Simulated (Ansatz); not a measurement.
# GeN2H+ (triplet): wave-function methods side by side, cc-pVDZ

The task here is to estimate one member of a computed series from the others.

Program: Ansatz 0.2.0, Gaussian basis. Level of theory: cc-pVDZ, core rule «outside noble gas», up to 16 orbitals frozen. These are calculated values, not measurements.

Plan: UHF; CCSD(T) on ROHF; CCSD(T) on UHF; BCCD(T) on ROHF; CISD; CCSDT(Q) on ROHF; CCSDT(Q) on UHF; CASSCF and NEVPT2, 10 electrons in 11 orbitals.

36 further runs of the same task are left out: 5 for a known fault of the program, 14 that didn't finish, 17 set aside as unsound or not needed.

### What is computed

The geometry is a PBE0/def2-TZVP stationary point (not a proven minimum) of the parent state, kept for this charge and spin. No spin-orbit coupling is included. The filled d shell of Ge may be among the frozen orbitals whatever the setting's name suggests; the logs give the count.

4 atoms, charge 1, spin multiplicity 3.

Atoms are counted from 1 here; the program's logs count them from 0.

Bond lengths: Ge1–N2 1.956 Å, N2–N3 1.244 Å, N2–H4 1.030 Å. Angles: Ge1–N2–N3 132.1°, Ge1–N2–H4 113.3°, N3–N2–H4 114.6°.

Set-up of the first run:

in.yaml

```yaml
crystal:
  periodic: [false, false, false]
  atoms:
    - {symbol: Ge, position_ang: [0.000000, -0.021938, 0.687166]}
    - {symbol: N, position_ang: [0.000000, 0.374628, -1.228580]}
    - {symbol: N, position_ang: [0.000000, -0.360400, -2.231759]}
    - {symbol: H, position_ang: [0.000000, 1.383317, -1.436414]}
basis:
  gaussian: {orbitals: cc-pVDZ}
total_charge: 1
magnetization: {spin_polarized: true, initial_magnetization: 2}
hamiltonian: {xc: hf}
output: {orbitals: {seedname: orbitals}}
```

The run is started by

```sh
> ansatz run in.yaml --threads 1 --pin off --events-out ev --progress --plain --max-ram 2393MiB
```

Steps of the session up to this table: UHF; CCSD(T) on ROHF; CCSD(T) on UHF; BCCD(T) on ROHF; CISD; CCSDT(Q) on ROHF; CCSDT(Q) on UHF; CASSCF and NEVPT2, 10 electrons in 11 orbitals.

One table of the session follows, with a row left open; its other results are not shown here.

```
        method  from UCCSDT(Q) (meV)
          ROHF              +11003.3
           UHF              +10274.5
          RMP2               +1363.0
          UMP2                     ?
         RCCSD                +488.8
         UCCSD                +453.6
      RCCSD(T)                 +77.4
      UCCSD(T)                 +90.4
       BCCD(T)                 +79.1
        RCCSDT                 +48.5
        UCCSDT                 +40.7
     RCCSDT(Q)                  +5.1
     UCCSDT(Q)                     0
CASSCF valence               +7110.2
NEVPT2 valence               +1322.9
```

Q: Estimate the row for UMP2 from the others.

The run gave: from UCCSDT(Q) (meV): +1788.7. In the column «from UCCSDT(Q) (meV)» it lies between RMP2 (+1363.0) and CASSCF valence (+7110.2).

Not comparable, so not listed: CISD (they don't share determinant, frozen orbitals or solution with the rows shown, or repeat one).

To keep in mind: Restricted and unrestricted rows rest on different reference determinants; where their highest levels disagree by more than a few hundredths of an eV, they describe different states and don't form one ladder.
